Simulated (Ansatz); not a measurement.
**C8H10S: one species, many methods**

Aim: compute C8H10S with functionals from several rungs and with coupled cluster. The yardstick is the atomisation energy at the CCSD(T) limit.

Method: functionals in def2-TZVPP, the program's frozen cores in correlated methods; program: Ansatz 0.2.0, Gaussian basis.

The runs, in order: LDA (SPW92), PBE-D4, revPBE-D4, BLYP-D4, r2SCAN-D4, B97M-V, PBE0-D4, B3LYP-D4, r2SCANh-D4, r2SCAN0-D4, HSE06-D4, BHLYP-D4, CAM-B3LYP-D4, LC-ωPBE, ωB97X-V, ωB97M-V, B2PLYP, PBE-QIDH; CCSD(T)/def2-SVP; CCSD(T)/def2-TZVPP; MP2/def2-QZVPP; extrapolation to the limit; RPA on PBE.

## (1) Structure used throughout

The geometry comes from an earlier relaxation with PBE0-D4 in a triple-zeta def2 set; it is a stationary point, not always the lowest conformer.

SMILES `CSCc1ccccc1`, 19 atoms, charge 0, spin multiplicity 1.

Atoms are counted from 1 here; the program's logs count them from 0.

Bond lengths: C1–S2 1.795 Å, C1–H10 1.090 Å, C1–H11 1.091 Å, C1–H12 1.092 Å, S2–C3 1.811 Å, C3–C4 1.497 Å, C3–H13 1.093 Å, C3–H14 1.093 Å, C4–C5 1.393 Å, C4–C9 1.390 Å, C5–C6 1.384 Å, C5–H15 1.085 Å, C6–C7 1.389 Å, C6–H16 1.084 Å, C7–C8 1.385 Å, C7–H17 1.084 Å, C8–C9 1.388 Å, C8–H18 1.084 Å and more. Angles: S2–C1–H10 106.8°, S2–C1–H11 111.1°, S2–C1–H12 111.3°, H10–C1–H11 109.0°, H10–C1–H12 108.8°, H11–C1–H12 109.8°, C1–S2–C3 99.9°, S2–C3–C4 113.9°, S2–C3–H13 104.2°, S2–C3–H14 109.2°, C4–C3–H13 111.0°, C4–C3–H14 110.6°, H13–C3–H14 107.5°, C3–C4–C5 120.8°, C3–C4–C9 120.5°, C5–C4–C9 118.7°, C4–C5–C6 120.7°, C4–C5–H15 119.2° and more.

As a file:

```
atom    x (Å)    y (Å)    z (Å)
  C1   1.2693  -0.6930  -2.3419
  S2   2.3360   0.3745  -1.3703
  C3   1.8342  -0.1175   0.2991
  C4   0.3821   0.1076   0.5864
  C5  -0.1427   1.3967   0.6361
  C6  -1.4870   1.6016   0.8919
  C7  -2.3331   0.5185   1.0956
  C8  -1.8227  -0.7678   1.0421
  C9  -0.4725  -0.9692   0.7892
 H10   1.4654  -0.4644  -3.3898
 H11   0.2176  -0.4981  -2.1267
 H12   1.4943  -1.7465  -2.1636
 H13   2.4627   0.4869   0.9580
 H14   2.0999  -1.1651   0.4610
 H15   0.5127   2.2427   0.4580
 H16  -1.8798   2.6113   0.9326
 H17  -3.3864   0.6799   1.2939
 H18  -2.4751  -1.6196   1.1973
 H19  -0.0748  -1.9785   0.7511
```

## (2) LDA

This LDA is Slater exchange with PW92 correlation.

in.yaml

```yaml
crystal:
  periodic: [false, false, false]
  atoms:
    - {symbol: C, position_ang: [1.269282, -0.693019, -2.341859]}
    - {symbol: S, position_ang: [2.336021, 0.374485, -1.370338]}
    - {symbol: C, position_ang: [1.834158, -0.117481, 0.299117]}
    - {symbol: C, position_ang: [0.382116, 0.107597, 0.586423]}
    - {symbol: C, position_ang: [-0.142745, 1.396687, 0.636113]}
    - {symbol: C, position_ang: [-1.487018, 1.601595, 0.891888]}
    - {symbol: C, position_ang: [-2.333096, 0.518522, 1.095564]}
    - {symbol: C, position_ang: [-1.822705, -0.767758, 1.042064]}
    - {symbol: C, position_ang: [-0.472483, -0.969205, 0.789214]}
    - {symbol: H, position_ang: [1.465409, -0.464411, -3.389756]}
    - {symbol: H, position_ang: [0.217648, -0.498063, -2.126745]}
    - {symbol: H, position_ang: [1.494283, -1.746493, -2.163614]}
    - {symbol: H, position_ang: [2.462683, 0.486864, 0.958025]}
    - {symbol: H, position_ang: [2.099873, -1.165070, 0.460973]}
    - {symbol: H, position_ang: [0.512682, 2.242658, 0.458017]}
    - {symbol: H, position_ang: [-1.879772, 2.611291, 0.932558]}
    - {symbol: H, position_ang: [-3.386389, 0.679852, 1.293943]}
    - {symbol: H, position_ang: [-2.475091, -1.619583, 1.197319]}
    - {symbol: H, position_ang: [-0.074836, -1.978480, 0.751116]}
basis:
  gaussian: {orbitals: def2-TZVPP}
hamiltonian: {xc: lda}
output: {orbitals: {seedname: orbitals}}
```

Launch:

```console
$ ansatz run in.yaml --threads 2 --pin off --events-out ev --progress --plain --max-ram 22528MiB --backend cuda --devices 0, --max-vram 18GiB
```

Further steps of the session: PBE-D4 (GGA); revPBE-D4 (GGA); BLYP-D4 (GGA); r2SCAN-D4 (meta-GGA); B97M-V (meta-GGA); B3LYP-D4 (hybrid); r2SCANh-D4 (hybrid); r2SCAN0-D4 (hybrid); HSE06-D4 (hybrid); BHLYP-D4 (hybrid); CAM-B3LYP-D4 (range-separated); LC-ωPBE (range-separated); ωB97X-V (range-separated); ωB97M-V (range-separated); B2PLYP (double hybrid); PBE-QIDH (double hybrid); CCSD(T) in def2-SVP; CCSD(T) in def2-TZVPP; MP2 in def2-QZVPP; RPA on PBE orbitals.

Q: Predict the results of all the runs planned. Wanted: atomisation energy, CCSD(T)/CBS; farthest beyond LDA; mean size of error, GGA; mean size of error, meta-GGA; mean size of error, hybrid; mean size of error, range-separated; mean size of error, double hybrid; gap, smallest and largest; T1 diagnostic.

**Answer**, as computed:

| quantity | value |
| --- | --- |
| atomisation energy, CCSD(T)/CBS | 8419.1 kJ/mol |
| functionals within 42.1 kJ/mol (0.5 %) | BLYP-D4, B3LYP-D4, r2SCANh-D4, r2SCAN0-D4, LC-ωPBE, ωB97X-V |
| farthest beyond LDA | PBE-D4 (+297.1 kJ/mol) |
| mean size of error, GGA | 139.2 kJ/mol |
| mean size of error, meta-GGA | 71.5 kJ/mol |
| mean size of error, hybrid | 102.8 kJ/mol |
| mean size of error, range-separated | 35.9 kJ/mol |
| mean size of error, double hybrid | 55.4 kJ/mol |
| gap, smallest and largest | 3.61 eV (LDA (SPW92)), 10.62 eV (LC-ωPBE) |
| T1 diagnostic | 0.0101 |
| triples share of the correlation energy | 4.9 % |

LDA overbinds by 1298.9 kJ/mol (15 %). PBE-D4 misses by +297.1 kJ/mol. Double hybrids carry the basis error of their MP2 part in triple zeta, and no dispersion term here, so their miss is partly the set-up's. Taken by rung, range-separated functionals do best (35.9 kJ/mol on average) and GGA ones worst beyond LDA (139.2 kJ/mol). hybrid functionals lie within the reference's doubt of that worst mean (102.8 kJ/mol), so those two tie. The gap between the best rungs is small, so their order is not settled. Misses under about 42.1 kJ/mol are within the doubt on the reference itself, which lacks core-valence correlation, relativity and higher excitations. Hartree-Fock recovers 74 % of the binding; the rest is correlation. CCSD(T) in def2-SVP is off by -322.3 kJ/mol, worse than the median functional, from the basis alone. Orbital gaps span 3.6 to 10.6 eV; exact exchange widens them. The restricted reference is unstable towards a spin-broken one.
